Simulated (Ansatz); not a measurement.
# C3H5NSe: the cost of one run

All numbers below are computed with Ansatz 0.2.0 (RKS PBE0/def2-SVP).

## (1) The system as given

Bond lengths: C1–C2 1.379 Å, C2–N3 1.455 Å, N3–C4 1.352 Å, C4–Se5 1.853 Å, C1–H6 1.114 Å, C1–H7 1.030 Å, C2–H8 1.063 Å, C4–H9 1.125 Å, Se5–H10 1.495 Å. Angles: C1–C2–N3 125.0°, C1–C2–H8 116.3°, N3–C2–H8 118.5°, C2–C1–H6 115.6°, C2–C1–H7 121.9°, H6–C1–H7 122.4°, C2–N3–C4 121.5°, N3–C4–Se5 127.6°, N3–C4–H9 112.4°, Se5–C4–H9 120.0°, C4–Se5–H10 91.0°.

Coordinates:

```xyz
10

C     0.4028   -1.3076    0.9588
C    -0.4436   -1.1012   -0.1104
N    -1.2054    0.1159   -0.3483
C    -0.6202    1.3344   -0.3102
Se    1.1866    1.7170   -0.1543
H     0.4993   -0.4543    1.6677
H     0.8691   -2.2120    1.1174
H    -0.6036   -1.9340   -0.7511
H    -1.3634    2.1703   -0.4310
H     1.3614    1.6203   -1.6358
```

## (2) Relaxing end A

The input, input.yaml:

```yaml
crystal:
  periodic: [false, false, false]
  atoms:
    - { symbol: C, position_ang: [0.4028, -1.3076, 0.9588] }
    - { symbol: C, position_ang: [-0.4436, -1.1012, -0.1104] }
    - { symbol: "N", position_ang: [-1.2054, 0.1159, -0.3483] }
    - { symbol: C, position_ang: [-0.6202, 1.3344, -0.3102] }
    - { symbol: Se, position_ang: [1.1866, 1.717, -0.1543] }
    - { symbol: H, position_ang: [0.4993, -0.4543, 1.6677] }
    - { symbol: H, position_ang: [0.8691, -2.212, 1.1174] }
    - { symbol: H, position_ang: [-0.6036, -1.934, -0.7511] }
    - { symbol: H, position_ang: [-1.3634, 2.1703, -0.431] }
    - { symbol: H, position_ang: [1.3614, 1.6203, -1.6358] }
basis:
  gaussian: { orbitals: def2-SVP }
hamiltonian:
  xc: pbe0
relax:
  f_tol: 0.02
  max_steps: 50
output:
  orbitals: {}
```

On the command line:

```
$ ansatz run input.yaml --threads 2 --pin off --max-ram 3072MiB --backend cpu --events-out ev --progress --plain --runs-dir out
```

Q: Estimate wall time and peak memory on 2 threads of Arm Neoverse V1, shared host.

About 49 s, with a peak of 0.28 GiB.
